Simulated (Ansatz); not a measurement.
**C₃H₃FMgO₂: up Jacob's ladder to CCSD(T)**

Aim: compute C₃H₃FMgO₂ with functionals from several rungs and with coupled cluster, and see how far each lands from CCSD(T) at the basis-set limit for the atomisation energy.

Computed with Ansatz 0.2.0, Gaussian basis. Level: functionals in def2-TZVPP, the program's frozen cores in correlated methods.

Plan: LDA (SPW92), PBE-D4, revPBE-D4, BLYP-D4, r2SCAN-D4, B97M-V, PBE0-D4, B3LYP-D4, r2SCANh-D4, r2SCAN0-D4, HSE06-D4, BHLYP-D4, CAM-B3LYP-D4, LC-ωPBE, ωB97X-V, ωB97M-V, B2PLYP, PBE-QIDH; CCSD(T)/def2-SVP; CCSD(T)/def2-TZVPP; MP2/def2-QZVPP; extrapolation to the limit; RPA on PBE.

## (1) The geometry

The geometry comes from an earlier relaxation with PBE0-D4 in a triple-zeta def2 set; it is a stationary point, not always the lowest conformer.

SMILES `[F][Mg-]1[O]C=CC=[O+]1`, 10 atoms, charge 0, spin multiplicity 1.

Atoms are counted from 1 here; the program's logs count them from 0.

Bond lengths: F1–Mg2 1.757 Å, Mg2–O3 1.935 Å, Mg2–O7 1.935 Å, O3–C4 1.263 Å, C4–C5 1.394 Å, C4–H8 1.098 Å, C5–C6 1.394 Å, C5–H9 1.082 Å, C6–O7 1.263 Å, C6–H10 1.098 Å. Angles: F1–Mg2–O3 133.1°, F1–Mg2–O7 133.1°, O3–Mg2–O7 93.8°, Mg2–O3–C4 124.6°, O3–C4–C5 126.7°, O3–C4–H8 116.1°, C5–C4–H8 117.2°, C4–C5–C6 123.5°, C4–C5–H9 118.2°, C6–C5–H9 118.2°, C5–C6–O7 126.7°, C5–C6–H10 117.2°, O7–C6–H10 116.1°, Mg2–O7–C6 124.6°.

## (2) LDA

This LDA is Slater exchange with PW92 correlation.

in.yaml reads:

```yaml
crystal:
  periodic: [false, false, false]
  atoms:
    - {symbol: F, position_ang: [1.626362, -3.377230, 0.301840]}
    - {symbol: Mg, position_ang: [0.868714, -1.798378, 0.160957]}
    - {symbol: O, position_ang: [-0.976226, -1.218087, 0.105965]}
    - {symbol: C, position_ang: [-1.347469, -0.016150, -0.001444]}
    - {symbol: C, position_ang: [-0.523936, 1.104133, -0.099416]}
    - {symbol: C, position_ang: [0.868374, 1.039052, -0.090351]}
    - {symbol: O, position_ang: [1.574100, -0.003587, 0.003738]}
    - {symbol: H, position_ang: [-2.431695, 0.155480, -0.018725]}
    - {symbol: H, position_ang: [-0.990359, 2.076237, -0.186746]}
    - {symbol: H, position_ang: [1.415235, 1.987428, -0.173020]}
basis:
  gaussian: {orbitals: def2-TZVPP}
hamiltonian: {xc: lda}
output: {orbitals: {seedname: orbitals}}
```

Run with:

```console
$ ansatz run in.yaml --threads 4 --pin off --events-out ev --progress --plain --max-ram 11315MiB
```

Further steps of the session: PBE-D4 (GGA); revPBE-D4 (GGA); BLYP-D4 (GGA); r2SCAN-D4 (meta-GGA); B97M-V (meta-GGA); B3LYP-D4 (hybrid); r2SCANh-D4 (hybrid); r2SCAN0-D4 (hybrid); HSE06-D4 (hybrid); BHLYP-D4 (hybrid); CAM-B3LYP-D4 (range-separated); LC-ωPBE (range-separated); ωB97X-V (range-separated); ωB97M-V (range-separated); B2PLYP (double hybrid); PBE-QIDH (double hybrid); CCSD(T) in def2-SVP; CCSD(T) in def2-TZVPP; MP2 in def2-QZVPP; RPA on PBE orbitals.

**Question.** What will the summary of the whole plan be? Wanted: atomisation energy, CCSD(T)/CBS; farthest beyond LDA; mean size of error, GGA; mean size of error, meta-GGA; mean size of error, hybrid; mean size of error, range-separated; mean size of error, double hybrid; gap, smallest and largest; T1 diagnostic.

As calculated:

| quantity | value |
| --- | --- |
| atomisation energy, CCSD(T)/CBS | 46.284 eV |
| functionals within 0.231 eV (0.5 %) | revPBE-D4, B97M-V, PBE0-D4, B3LYP-D4, r2SCANh-D4, HSE06-D4, CAM-B3LYP-D4, LC-ωPBE, ωB97X-V, ωB97M-V |
| farthest beyond LDA | BHLYP-D4 (-2.293 eV) |
| mean size of error, GGA | 0.738 eV |
| mean size of error, meta-GGA | 0.239 eV |
| mean size of error, hybrid | 0.625 eV |
| mean size of error, range-separated | 0.121 eV |
| mean size of error, double hybrid | 0.433 eV |
| gap, smallest and largest | 3.44 eV (LDA (SPW92)), 10.16 eV (LC-ωPBE) |
| T1 diagnostic | 0.0162 |
| triples share of the correlation energy | 3.7 % |

In words: LDA overbinds by 7.729 eV (17 %). PBE-D4 is off by +1.682 eV. Double hybrids carry the basis error of their MP2 part in triple zeta, and no dispersion term here, so their miss is partly the set-up's. By mean error the best rung here is range-separated (0.121 eV) and the worst beyond LDA is GGA (0.738 eV). hybrid functionals lie within the reference's doubt of that worst mean (0.625 eV), so those two tie. The reference freezes the cores and leaves out relativity and excitations past (T), so misses under about 0.231 eV can't be ranked. Hartree-Fock recovers 71 % of the binding; the rest is correlation. CCSD(T) in def2-SVP is off by -2.189 eV, worse than the median functional, from the basis alone. The gap grows from 3.4 to 10.2 eV across the functionals, mostly with the share of exact exchange. Correlated methods include outer-core shells of Mg, which these sets cover unevenly.
